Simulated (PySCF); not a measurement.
# BrHSi (Monobromosilylene): the cost of one run

Computed with PySCF 2.14.0 and routines of our own; the level stands in each step. Atoms count from 0.

## 1. The starting structure

3 atoms, charge 0, multiplicity 1; geometry from: GFN2-xTB.

## 2. Geometry optimisation at PBE0-D3(BJ)/def2-SVP

What the job is given:

```
{"job": {"xc": "PBE0", "basis": "def2-SVP", "d3": "d3bj", "grid": 1, "maxiter": 30, "shake": 0.01, "kind": "geom"}, "charge": 0, "multiplicity": 1}
Si    -0.386590     0.741710     0.001820
Br     1.602680    -0.283110    -0.013190
H     -1.210070    -0.493540    -0.007810
```

Run with:

```sh
> OMP_NUM_THREADS=1 python heavy_run.py task.json out
```

This one command runs all jobs of the session in turn.

**Question.** How long does this first job take on 1 thread of Intel Xeon 6975P-C, shared host, and how much memory does it need?

About 4.4 s, with a peak of 0.28 GiB.
